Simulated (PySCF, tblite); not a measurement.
# C₆H₁₄OSSi: geometry, infrared bands and NMR shifts

Wanted: the infrared bands and NMR shifts of C₆H₁₄OSSi (`CCO[C@@H]1[C@@H](C)[Si@@H]1SC`), by calculation.

The runs use tblite 0.8.0 and PySCF 2.14.0, with density-fitted response routines of our own; the level of theory stands in each step. All values are computed, except where a source is named. Atoms count from 0, in the outputs and in this text.

### Step 1. The starting structure

23 atoms, charge 0, multiplicity 1; geometry from: force field or distance geometry start.

Bonds of the start (Å): C0–C1 1.51, C1–O2 1.41, O2–C3 1.43, C3–C4 1.48, C4–C5 1.49, C4–Si6 1.87, Si6–S7 2.12, S7–C8 1.80, Si6–C3 1.85, C0–H9 1.11, C0–H10 1.10, C0–H11 1.08, C1–H12 1.08, C1–H13 1.11, C3–H14 1.09, C4–H15 1.08, C5–H16 1.09, C5–H17 1.10, C5–H18 1.10, Si6–H19 1.49, C8–H20 1.08, C8–H21 1.10, C8–H22 1.11.

### Step 2. Relaxing the molecule with GFN2-xTB

What the job is given:

```
{"job": {"kind": "relax", "xc": "GFN2-xTB", "basis": "xTB"}, "charge": 0, "multiplicity": 1}
C      1.925200     2.434800     0.162400
C      1.647900     1.007000     0.560800
O      0.250300     0.790700     0.599200
C     -0.122700    -0.551300     0.940700
C     -0.188000    -1.533000    -0.168600
C      0.342700    -2.911700    -0.015600
Si    -1.852100    -1.110900     0.578700
S     -2.964000    -0.177600    -0.959600
C     -2.207200     1.435800    -1.179200
H      1.440200     3.130000     0.871400
H      1.483900     2.641600    -0.824400
H      2.986400     2.640300     0.132600
H      2.109200     0.319300    -0.139200
H      2.071600     0.809600     1.563200
H      0.210900    -0.905200     1.920100
H     -0.051600    -1.163200    -1.172800
H     -0.143100    -3.596100    -0.705400
H      1.417900    -2.925600    -0.239600
H      0.222100    -3.299700     1.008700
H     -2.394600    -2.376200     1.139000
H     -1.204100     1.350600    -1.580100
H     -2.807900     2.019100    -1.892500
H     -2.177900     1.998500    -0.223900
```

On the command line:

```sh
OMP_NUM_THREADS=1 python probes_run.py task.json out
```

One launch serves the whole session: the jobs run in the order shown.

**Question.** This job is followed by: GFN2-xTB harmonic vibrations, gas phase; GIAO PBE0/pcSseg-1 NMR shielding, non-relativistic, gas phase. Predict these results of the whole session: strongest single infrared mode (GFN2-xTB); zero-point energy (GFN2-xTB); 13C shifts against TMS (PBE0/pcSseg-1); 1H shifts against TMS (PBE0/pcSseg-1, means over atoms taken as alike); 17O shifts against H2O (PBE0/pcSseg-1); 29Si shifts against TMS (PBE0/pcSseg-1); 33S shifts against CS2 (PBE0/pcSseg-1); surface potential, 1st and 99th percentile.

As calculated:

| quantity | value |
| --- | --- |
| strongest single infrared mode (GFN2-xTB) | 2417 cm⁻¹, 235 km/mol |
| zero-point energy (GFN2-xTB) | 117.3 kcal/mol |
| 13C shifts against TMS (PBE0/pcSseg-1) | 74.2, 70.5, 18.6, 18.5, 17.6, 12.3 ppm |
| 1H shifts against TMS (PBE0/pcSseg-1, means over atoms taken as alike) | 3.82, 3.73, 3.35, 3.25, 2.26, 1.41, 1.25, 1.22 ppm |
| 17O shifts against H2O (PBE0/pcSseg-1) | 59.4 ppm |
| 29Si shifts against TMS (PBE0/pcSseg-1) | -70.4 ppm |
| 33S shifts against CS2 (PBE0/pcSseg-1) | -238 ppm |
| surface potential, 1st and 99th percentile | -1.14 V and 0.77 V |

**Reading.** Over 181 steps the energy fell by 0.582 eV; of the close pairs, C3–C4 changed most, 1.483 to 1.554 Å. All 63 modes are real, so the xTB geometry is a minimum. The strongest single mode, at 2417 cm⁻¹, moves mainly H19. Unscaled tight-binding wavenumbers are off by several per cent, some by more. Its intensities can rank the bands wrongly. At PBE0/pcSseg-1: The widest tensor belongs to S7: span 439 ppm, with a paramagnetic part of -316 ppm.
